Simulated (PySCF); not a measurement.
# S(2+): excitation energies in aug-cc-pVDZ-DK, part 2 of 2

Wanted: the excitation energy of sulfur, up a ladder of methods.

PySCF 2.14.0; aug-cc-pVDZ-DK, the spin-free X2C one-electron Hamiltonian (Gaussian nucleus). The scripts are equivalent inputs of a driver's runs. The steps go on from the part before.

### Step 4. S(2+) [Ne] 3s1 3p2 4s1: the ladder of methods

#### UHF

Input file input.py:

```python
from pyscf import gto, scf, dft, mp, cc
import basis_set_exchange as bse
mol = gto.M(atom="S 0 0 0", charge=2, spin=4, symmetry="D2h",
            basis=gto.basis.parse(bse.get_basis("aug-cc-pVDZ-DK", elements=["S"], fmt="nwchem")),
            nucmod="G")
mf = scf.UHF(mol).sfx2c1e()
mf.irrep_nelec = {'Ag': (4, 2), 'B1u': (2, 1), 'B2u': (2, 1), 'B3u': (1, 1)}
mf.kernel()
```

Standard output:

```text
damping factor = 0
level_shift factor = 0
DIIS = <class 'pyscf.scf.diis.CDIIS'>
diis_start_cycle = 1
diis_space = 10
diis_damp = 0
SCF conv_tol = 1e-09
SCF conv_tol_grad = None
number electrons alpha = 9  beta = 5
cycle= 1 E= -396.492108114603  delta_E= -0.00267  |g|= 0.0175  |ddm|= 0.105
cycle= 2 E= -396.492821828437  delta_E= -0.000714  |g|= 0.0103  |ddm|= 0.0861
cycle= 3 E= -396.493901157286  delta_E= -0.00108  |g|= 0.0109  |ddm|= 0.129
cycle= 4 E= -396.490640399331  delta_E= 0.00326  |g|= 0.00511  |ddm|= 0.636
cycle= 5 E= -396.490643668657  delta_E= -3.27e-06  |g|= 0.00419  |ddm|= 0.0474
cycle= 6 E= -396.490664788198  delta_E= -2.11e-05  |g|= 0.000759  |ddm|= 0.118
cycle= 7 E= -396.490665658605  delta_E= -8.7e-07  |g|= 6.08e-05  |ddm|= 0.028
cycle= 8 E= -396.490665662274  delta_E= -3.67e-09  |g|= 5.47e-06  |ddm|= 0.00254
cycle= 9 E= -396.490665662305  delta_E= -3.1e-11  |g|= 1.05e-06  |ddm|= 0.000201
converged SCF energy = -396.490665662305  <S^2> = 6.0000157  2S+1 = 5.0000063
```

It used 0.18 s of CPU time after the integrals (shared host).

The occupied shells:

| shell | electrons | mean orbital energy (eV) | spread (eV) | rms radius (bohr) |
| --- | --- | --- | --- | --- |
| 1s α | 1 | -2548.4 | 0 | 0.112 |
| 1s β | 1 | -2547.0 | 0 | 0.112 |
| 2s α | 1 | -281.84 | 0 | 0.515 |
| 2s β | 1 | -279.77 | 0 | 0.515 |
| 2p α | 3 | -217.42 | 0.607 | 0.490 |
| 2p β | 3 | -215.62 | 0.829 | 0.490 |
| 3s α | 1 | -56.110 | 0 | 1.62 |
| 3p α | 2 | -41.202 | 0 | 1.81 |
| 4s α | 1 | -16.443 | 0 | 4.18 |

⟨S²⟩ = 6.000, ⟨L²⟩ = 2.21.

Spin-orbit constants on these orbitals (cm⁻¹; bare nucleus, screened nucleus, mean field): 3p 687.6, 601.7, 556.7. To first order in LS coupling the lowest level has J = 1 and lies 0.0518 eV below the centre of the term.

#### LDA

input.py, as changed from the run before:

```diff
@@ -5,3 +5,3 @@
             nucmod="G")
-mf = scf.UHF(mol).sfx2c1e()
+mf = dft.UKS(mol, xc="LDA,VWN").sfx2c1e()
 mf.irrep_nelec = {'Ag': (4, 2), 'B1u': (2, 1), 'B2u': (2, 1), 'B3u': (1, 1)}
```

Standard output:

```text
damping factor = 0
level_shift factor = 0
DIIS = <class 'pyscf.scf.diis.CDIIS'>
diis_start_cycle = 1
diis_space = 10
diis_damp = 0
SCF conv_tol = 1e-09
SCF conv_tol_grad = None
number electrons alpha = 9  beta = 5
XC functionals = LDA,VWN
    P. A. M. Dirac.,  Math. Proc. Cambridge Philos. Soc. 26, 376 (1930)
    F. Bloch.,  Z. Phys. 57, 545 (1929)
    S. H. Vosko, L. Wilk, and M. Nusair.,  Can. J. Phys. 58, 1200 (1980)
cycle= 1 E= -395.56845734083  delta_E= -0.00409  |g|= 0.0141  |ddm|= 1.04
cycle= 2 E= -395.568481111768  delta_E= -2.38e-05  |g|= 0.00157  |ddm|= 0.0272
cycle= 3 E= -395.568481198437  delta_E= -8.67e-08  |g|= 4.39e-05  |ddm|= 0.00564
cycle= 4 E= -395.568481193123  delta_E= 5.31e-09  |g|= 4.68e-06  |ddm|= 0.00101
cycle= 5 E= -395.568481193018  delta_E= 1.05e-10  |g|= 6.63e-07  |ddm|= 0.000109
converged SCF energy = -395.568481193018  <S^2> = 6.0000238  2S+1 = 5.0000095
```

It used 0.18 s of CPU time after the integrals (shared host).

#### PBE

input.py, as changed from the run before:

```diff
@@ -5,3 +5,3 @@
             nucmod="G")
-mf = dft.UKS(mol, xc="LDA,VWN").sfx2c1e()
+mf = dft.UKS(mol, xc="PBE").sfx2c1e()
 mf.irrep_nelec = {'Ag': (4, 2), 'B1u': (2, 1), 'B2u': (2, 1), 'B3u': (1, 1)}
```

Standard output:

```text
damping factor = 0
level_shift factor = 0
DIIS = <class 'pyscf.scf.diis.CDIIS'>
diis_start_cycle = 1
diis_space = 10
diis_damp = 0
SCF conv_tol = 1e-09
SCF conv_tol_grad = None
number electrons alpha = 9  beta = 5
XC functionals = PBE
    J. P. Perdew, K. Burke, and M. Ernzerhof.,  Phys. Rev. Lett. 77, 3865 (1996)
    J. P. Perdew, K. Burke, and M. Ernzerhof.,  Phys. Rev. Lett. 78, 1396 (1997)
    J. P. Perdew, K. Burke, and M. Ernzerhof.,  Phys. Rev. Lett. 77, 3865 (1996)
    J. P. Perdew, K. Burke, and M. Ernzerhof.,  Phys. Rev. Lett. 78, 1396 (1997)
cycle= 1 E= -396.81071221345  delta_E= -0.00255  |g|= 0.0103  |ddm|= 0.874
cycle= 2 E= -396.81071296001  delta_E= -7.47e-07  |g|= 0.00129  |ddm|= 0.06
cycle= 3 E= -396.810709850962  delta_E= 3.11e-06  |g|= 0.000321  |ddm|= 0.0249
cycle= 4 E= -396.810709531976  delta_E= 3.19e-07  |g|= 8.17e-06  |ddm|= 0.00535
cycle= 5 E= -396.810709532029  delta_E= -5.25e-11  |g|= 1.88e-06  |ddm|= 0.00027
converged SCF energy = -396.810709532029  <S^2> = 6.0000109  2S+1 = 5.0000044
```

It used 0.37 s of CPU time after the integrals (shared host).

#### PBE0

input.py, as changed from the run before:

```diff
@@ -5,3 +5,3 @@
             nucmod="G")
-mf = dft.UKS(mol, xc="PBE").sfx2c1e()
+mf = dft.UKS(mol, xc="PBE0").sfx2c1e()
 mf.irrep_nelec = {'Ag': (4, 2), 'B1u': (2, 1), 'B2u': (2, 1), 'B3u': (1, 1)}
```

Standard output:

```text
damping factor = 0
level_shift factor = 0
DIIS = <class 'pyscf.scf.diis.CDIIS'>
diis_start_cycle = 1
diis_space = 10
diis_damp = 0
SCF conv_tol = 1e-09
SCF conv_tol_grad = None
number electrons alpha = 9  beta = 5
XC functionals = PBE0
    C. Adamo and V. Barone.,  J. Chem. Phys. 110, 6158 (1999)
    M. Ernzerhof and G. E. Scuseria.,  J. Chem. Phys. 110, 5029 (1999)
cycle= 1 E= -396.85956247276  delta_E= -0.0165  |g|= 0.0334  |ddm|= 0.932
cycle= 2 E= -396.867083561312  delta_E= -0.00752  |g|= 0.0451  |ddm|= 2.34
cycle= 3 E= -396.845772195811  delta_E= 0.0213  |g|= 0.016  |ddm|= 1.66
cycle= 4 E= -396.844893650043  delta_E= 0.000879  |g|= 0.00771  |ddm|= 0.337
cycle= 5 E= -396.844606534965  delta_E= 0.000287  |g|= 0.00171  |ddm|= 0.241
cycle= 6 E= -396.84463614226  delta_E= -2.96e-05  |g|= 0.00244  |ddm|= 0.0604
cycle= 7 E= -396.846013247958  delta_E= -0.00138  |g|= 0.0118  |ddm|= 0.263
cycle= 8 E= -396.844657138451  delta_E= 0.00136  |g|= 0.00287  |ddm|= 0.389
cycle= 9 E= -396.844675076818  delta_E= -1.79e-05  |g|= 0.00315  |ddm|= 0.0132
cycle= 10 E= -396.844723062231  delta_E= -4.8e-05  |g|= 0.00383  |ddm|= 0.0186
cycle= 11 E= -396.844620996546  delta_E= 0.000102  |g|= 0.00217  |ddm|= 0.0441
cycle= 12 E= -396.844613350965  delta_E= 7.65e-06  |g|= 0.00198  |ddm|= 0.109
cycle= 13 E= -396.844572937707  delta_E= 4.04e-05  |g|= 3.43e-05  |ddm|= 0.0517
cycle= 14 E= -396.844574163462  delta_E= -1.23e-06  |g|= 0.000346  |ddm|= 0.00962
cycle= 15 E= -396.844572956777  delta_E= 1.21e-06  |g|= 4.79e-05  |ddm|= 0.00784
cycle= 16 E= -396.844572933991  delta_E= 2.28e-08  |g|= 8.75e-06  |ddm|= 0.00149
cycle= 17 E= -396.844572933227  delta_E= 7.65e-10  |g|= 1.45e-06  |ddm|= 0.000192
converged SCF energy = -396.844572933227  <S^2> = 6.0000078  2S+1 = 5.0000031
```

CPU time 1.1 s on a shared host, the integrals not counted.

#### r2SCAN

input.py, as changed from the run before:

```diff
@@ -5,3 +5,3 @@
             nucmod="G")
-mf = dft.UKS(mol, xc="PBE0").sfx2c1e()
+mf = dft.UKS(mol, xc="R2SCAN").sfx2c1e()
 mf.irrep_nelec = {'Ag': (4, 2), 'B1u': (2, 1), 'B2u': (2, 1), 'B3u': (1, 1)}
```

Standard output:

```text
damping factor = 0
level_shift factor = 0
DIIS = <class 'pyscf.scf.diis.CDIIS'>
diis_start_cycle = 1
diis_space = 10
diis_damp = 0
SCF conv_tol = 1e-09
SCF conv_tol_grad = None
number electrons alpha = 9  beta = 5
XC functionals = R2SCAN
    J. W. Furness, A. D. Kaplan, J. Ning, J. P. Perdew, and J. Sun.,  J. Phys. Chem. Lett. 11, 8208-8215 (2020)
    J. W. Furness, A. D. Kaplan, J. Ning, J. P. Perdew, and J. Sun.,  J. Phys. Chem. Lett. 11, 9248-9248 (2020)
    J. W. Furness, A. D. Kaplan, J. Ning, J. P. Perdew, and J. Sun.,  J. Phys. Chem. Lett. 11, 8208-8215 (2020)
    J. W. Furness, A. D. Kaplan, J. Ning, J. P. Perdew, and J. Sun.,  J. Phys. Chem. Lett. 11, 9248-9248 (2020)
cycle= 1 E= -396.959281690359  delta_E= -0.00129  |g|= 0.00939  |ddm|= 0.382
cycle= 2 E= -396.95942117307  delta_E= -0.000139  |g|= 0.00953  |ddm|= 0.331
cycle= 3 E= -396.958977294708  delta_E= 0.000444  |g|= 0.000598  |ddm|= 0.186
cycle= 4 E= -396.958977244541  delta_E= 5.02e-08  |g|= 0.000108  |ddm|= 0.015
cycle= 5 E= -396.95897723377  delta_E= 1.08e-08  |g|= 3.47e-05  |ddm|= 0.00349
cycle= 6 E= -396.958977229231  delta_E= 4.54e-09  |g|= 3.2e-06  |ddm|= 0.000661
cycle= 7 E= -396.958977229236  delta_E= -5.06e-12  |g|= 5.24e-07  |ddm|= 9.8e-05
converged SCF energy = -396.958977229236  <S^2> = 6.0000214  2S+1 = 5.0000086
```

CPU time 0.87 s on a shared host, the integrals not counted.

#### BLYP

input.py, as changed from the run before:

```diff
@@ -5,3 +5,3 @@
             nucmod="G")
-mf = dft.UKS(mol, xc="R2SCAN").sfx2c1e()
+mf = dft.UKS(mol, xc="BLYP").sfx2c1e()
 mf.irrep_nelec = {'Ag': (4, 2), 'B1u': (2, 1), 'B2u': (2, 1), 'B3u': (1, 1)}
```

Standard output:

```text
damping factor = 0
level_shift factor = 0
DIIS = <class 'pyscf.scf.diis.CDIIS'>
diis_start_cycle = 1
diis_space = 10
diis_damp = 0
SCF conv_tol = 1e-09
SCF conv_tol_grad = None
number electrons alpha = 9  beta = 5
XC functionals = BLYP
    A. D. Becke.,  Phys. Rev. A 38, 3098 (1988)
    C. Lee, W. Yang, and R. G. Parr.,  Phys. Rev. B 37, 785 (1988)
    B. Miehlich, A. Savin, H. Stoll, and H. Preuss.,  Chem. Phys. Lett. 157, 200 (1989)
cycle= 1 E= -396.985591091884  delta_E= -0.00278  |g|= 0.0115  |ddm|= 0.908
cycle= 2 E= -396.985591961823  delta_E= -8.7e-07  |g|= 0.00159  |ddm|= 0.078
cycle= 3 E= -396.985585880278  delta_E= 6.08e-06  |g|= 0.000462  |ddm|= 0.0347
cycle= 4 E= -396.985584949654  delta_E= 9.31e-07  |g|= 7.12e-06  |ddm|= 0.00875
cycle= 5 E= -396.985584949631  delta_E= 2.29e-11  |g|= 1.77e-06  |ddm|= 0.000266
converged SCF energy = -396.985584949631  <S^2> = 6.0000053  2S+1 = 5.0000021
```

CPU time 0.35 s on a shared host, the integrals not counted.

#### B97-3

input.py, as changed from the run before:

```diff
@@ -5,3 +5,3 @@
             nucmod="G")
-mf = dft.UKS(mol, xc="BLYP").sfx2c1e()
+mf = dft.UKS(mol, xc="HYB_GGA_XC_B97_3").sfx2c1e()
 mf.irrep_nelec = {'Ag': (4, 2), 'B1u': (2, 1), 'B2u': (2, 1), 'B3u': (1, 1)}
```

Standard output:

```text
damping factor = 0
level_shift factor = 0
DIIS = <class 'pyscf.scf.diis.CDIIS'>
diis_start_cycle = 1
diis_space = 10
diis_damp = 0
SCF conv_tol = 1e-09
SCF conv_tol_grad = None
number electrons alpha = 9  beta = 5
XC functionals = HYB_GGA_XC_B97_3
    T. W. Keal and D. J. Tozer.,  J. Chem. Phys. 123, 121103 (2005)
cycle= 1 E= -396.928015923354  delta_E= -0.0082  |g|= 0.0256  |ddm|= 0.689
cycle= 2 E= -396.957190240712  delta_E= -0.0292  |g|= 0.0393  |ddm|= 1.58
cycle= 3 E= -396.929144680486  delta_E= 0.028  |g|= 0.0247  |ddm|= 1.73
cycle= 4 E= -396.919981934656  delta_E= 0.00916  |g|= 0.0252  |ddm|= 1.21
cycle= 5 E= -396.919904926032  delta_E= 7.7e-05  |g|= 0.0262  |ddm|= 0.0374
cycle= 6 E= -396.921107712533  delta_E= -0.0012  |g|= 0.00523  |ddm|=    1
cycle= 7 E= -396.921020482026  delta_E= 8.72e-05  |g|= 0.00396  |ddm|= 0.0365
cycle= 8 E= -396.920885566087  delta_E= 0.000135  |g|= 0.000588  |ddm|= 0.125
cycle= 9 E= -396.920884901515  delta_E= 6.65e-07  |g|= 7.84e-05  |ddm|= 0.02
cycle= 10 E= -396.9208858999  delta_E= -9.98e-07  |g|= 0.000297  |ddm|= 0.00778
cycle= 11 E= -396.920884883985  delta_E= 1.02e-06  |g|= 4.85e-05  |ddm|= 0.00858
cycle= 12 E= -396.92088487463  delta_E= 9.35e-09  |g|= 2.18e-06  |ddm|= 0.00148
cycle= 13 E= -396.920884874605  delta_E= 2.51e-11  |g|= 1.56e-07  |ddm|= 4.77e-05
converged SCF energy = -396.920884874605  <S^2> = 6.0000133  2S+1 = 5.0000053
```

CPU time 0.88 s on a shared host, the integrals not counted.

#### MN15

input.py, as changed from the run before:

```diff
@@ -5,3 +5,3 @@
             nucmod="G")
-mf = dft.UKS(mol, xc="HYB_GGA_XC_B97_3").sfx2c1e()
+mf = dft.UKS(mol, xc="MN15").sfx2c1e()
 mf.irrep_nelec = {'Ag': (4, 2), 'B1u': (2, 1), 'B2u': (2, 1), 'B3u': (1, 1)}
```

Standard output:

```text
damping factor = 0
level_shift factor = 0
DIIS = <class 'pyscf.scf.diis.CDIIS'>
diis_start_cycle = 1
diis_space = 10
diis_damp = 0
SCF conv_tol = 1e-09
SCF conv_tol_grad = None
number electrons alpha = 9  beta = 5
XC functionals = MN15
    H. S. Yu, X. He, S. L. Li, and D. G. Truhlar.,  Chem. Sci. 7, 5032-5051 (2016)
    H. S. Yu, X. He, S. L. Li, and D. G. Truhlar.,  Chem. Sci. 7, 5032-5051 (2016)
cycle= 1 E= -397.006394616011  delta_E= -0.00703  |g|= 0.0117  |ddm|= 1.06
cycle= 2 E= -397.009417659332  delta_E= -0.00302  |g|= 0.0174  |ddm|= 0.308
cycle= 3 E= -397.009190528023  delta_E= 0.000227  |g|= 0.0169  |ddm|= 0.0188
cycle= 4 E= -397.005650591523  delta_E= 0.00354  |g|= 0.00496  |ddm|= 0.578
cycle= 5 E= -397.005684547255  delta_E= -3.4e-05  |g|= 0.00371  |ddm|= 0.036
cycle= 6 E= -397.005667599831  delta_E= 1.69e-05  |g|= 0.000485  |ddm|= 0.0654
cycle= 7 E= -397.005666236406  delta_E= 1.36e-06  |g|= 8.53e-05  |ddm|= 0.00976
cycle= 8 E= -397.005666226945  delta_E= 9.46e-09  |g|= 4.34e-05  |ddm|= 0.00245
cycle= 9 E= -397.005666223896  delta_E= 3.05e-09  |g|= 6.17e-07  |ddm|= 0.000759
cycle= 10 E= -397.005666223897  delta_E= -5.12e-13  |g|= 1.7e-07  |ddm|= 4.66e-06
converged SCF energy = -397.005666223897  <S^2> = 6.000015  2S+1 = 5.000006
```

It used 1.2 s of CPU time after the integrals (shared host).

#### HSE06

input.py, as changed from the run before:

```diff
@@ -5,3 +5,3 @@
             nucmod="G")
-mf = dft.UKS(mol, xc="MN15").sfx2c1e()
+mf = dft.UKS(mol, xc="HSE06").sfx2c1e()
 mf.irrep_nelec = {'Ag': (4, 2), 'B1u': (2, 1), 'B2u': (2, 1), 'B3u': (1, 1)}
```

Standard output:

```text
damping factor = 0
level_shift factor = 0
DIIS = <class 'pyscf.scf.diis.CDIIS'>
diis_start_cycle = 1
diis_space = 10
diis_damp = 0
SCF conv_tol = 1e-09
SCF conv_tol_grad = None
number electrons alpha = 9  beta = 5
XC functionals = HSE06
    J. Heyd, G. E. Scuseria, and M. Ernzerhof.,  J. Chem. Phys. 118, 8207 (2003)
    J. Heyd, G. E. Scuseria, and M. Ernzerhof.,  J. Chem. Phys. 124, 219906 (2006)
    A. V. Krukau, O. A. Vydrov, A. F. Izmaylov, and G. E. Scuseria.,  J. Chem. Phys. 125, 224106 (2006)
cycle= 1 E= -396.865791074082  delta_E= -0.00382  |g|= 0.0156  |ddm|= 0.753
cycle= 2 E= -396.877148019774  delta_E= -0.0114  |g|= 0.035  |ddm|= 1.41
cycle= 3 E= -396.863595507375  delta_E= 0.0136  |g|= 0.00525  |ddm|= 1.08
cycle= 4 E= -396.86371040473  delta_E= -0.000115  |g|= 0.00414  |ddm|= 0.115
cycle= 5 E= -396.863604625598  delta_E= 0.000106  |g|= 0.000928  |ddm|= 0.129
cycle= 6 E= -396.863600912412  delta_E= 3.71e-06  |g|= 0.000204  |ddm|= 0.0294
cycle= 7 E= -396.863600607871  delta_E= 3.05e-07  |g|= 1.78e-05  |ddm|= 0.00528
cycle= 8 E= -396.86360060773  delta_E= 1.4e-10  |g|= 9.11e-07  |ddm|= 0.000562
converged SCF energy = -396.86360060773  <S^2> = 6.0000089  2S+1 = 5.0000036
```

CPU time 1.1 s on a shared host, the integrals not counted.

### Step 5. S(2+) [Ne] 3s1 3p2 4s1, continued

#### MP2 (valence)

Edit input.py of step 4 so:

```diff
@@ -5,4 +5,5 @@
             nucmod="G")
-mf = dft.UKS(mol, xc="HSE06").sfx2c1e()
+mf = scf.UHF(mol).sfx2c1e()
 mf.irrep_nelec = {'Ag': (4, 2), 'B1u': (2, 1), 'B2u': (2, 1), 'B3u': (1, 1)}
 mf.kernel()
+mp.UMP2(mf, frozen=5).kernel()
```

No log was kept for this step.

With 4 electrons correlated, the MP2 correlation energy is -0.01558 hartree (-0.01558 same spin, 0.00000 opposite spin); the SCS form gives -0.00519. Largest pairs of shells: 3p-4s -0.0065, 3p-3p -0.0054, 3s-3p -0.0026, 3s-4s -0.0011, 4s-4s 0.0000.

Radial density 4πr²ρ of S(2+) at UHF:

| r (bohr) | density | spin density |
| --- | --- | --- |
| 0.00136 | 0.0724 | 0.000 |
| 0.00229 | 0.194 | 0.001 |
| 0.00385 | 0.496 | 0.002 |
| 0.00648 | 1.24 | 0.006 |
| 0.0109 | 2.97 | 0.014 |
| 0.0183 | 6.50 | 0.030 |
| 0.0308 | 12.2 | 0.054 |
| 0.0518 | 17.6 | 0.073 |
| 0.0872 | 17.1 | 0.077 |
| 0.147 | 12.2 | 0.171 |
| 0.247 | 15.1 | 0.449 |
| 0.415 | 16.4 | 0.286 |
| 0.698 | 5.72 | 0.169 |
| 1.17 | 2.37 | 2.057 |
| 1.97 | 1.47 | 1.468 |
| 3.32 | 0.404 | 0.404 |
| 5.59 | 0.122 | 0.122 |
| 9.40 | 0.00106 | 0.001 |

### Step 6. Orbital energies side by side

Highest occupied Hartree-Fock shell of each state: S(2+) [Ne] 3s2 3p1 3d1 3d α at -16.253 eV; S(2+) [Ne] 3s1 3p2 4s1 4s α at -16.443 eV.

### Step 7. The energy differences

Excitation energy: S(2+) [Ne] 3s2 3p2 (3P) → S(2+) [Ne] 3s2 3p1 3d1 (high-spin determinant).

| method | value (eV) |
| --- | --- |
| UHF | 18.000 |
| LDA | 16.710 |
| PBE | 16.548 |
| PBE0 | 16.977 |
| r2SCAN | 17.092 |
| BLYP | 16.514 |
| B97-3 | 17.034 |
| MN15 | 17.030 |
| HSE06 | 16.968 |
| MP2 (valence) | 17.650 |
| SCS-MP2 (valence) | 17.536 |

A first-order spin-orbit estimate (lowest level to lowest level, LS coupling) adds 0.018 eV. The determinant of S2+ mixes LS terms, which raises its energy at the Hartree-Fock and MP2 levels.

Excitation energy: S(2+) [Ne] 3s2 3p2 (3P) → S(2+) [Ne] 3s1 3p2 4s1 (5P).

| method | value (eV) |
| --- | --- |
| UHF | 24.888 |
| LDA | 26.596 |
| PBE | 26.525 |
| PBE0 | 26.474 |
| r2SCAN | 26.180 |
| BLYP | 26.930 |
| B97-3 | 26.943 |
| MN15 | 26.398 |
| HSE06 | 26.465 |
| MP2 (valence) | 25.907 |
| SCS-MP2 (valence) | 26.281 |

A first-order spin-orbit estimate (lowest level to lowest level, LS coupling) adds 0.010 eV.

The differences also use runs on S(2+) [Ne] 3s2 3p2 (3P), which are not shown here.

### Step 8. Outcome

What follows sums up all 2 parts.

| quantity | value |
| --- | --- |
| excitation energy, S(2+) → [Ne] 3s2 3p1 3d1 | UHF 18.000, MP2 (valence) 17.650 eV |
| excitation energy, S(2+) → [Ne] 3s1 3p2 4s1 | UHF 24.888, MP2 (valence) 25.907 eV |

What this shows: For the first difference the methods span 1.486 eV, from BLYP (16.514) to UHF (18.000). No reference value is at hand in this session. All values hold for this basis alone; no basis-set limit was taken.
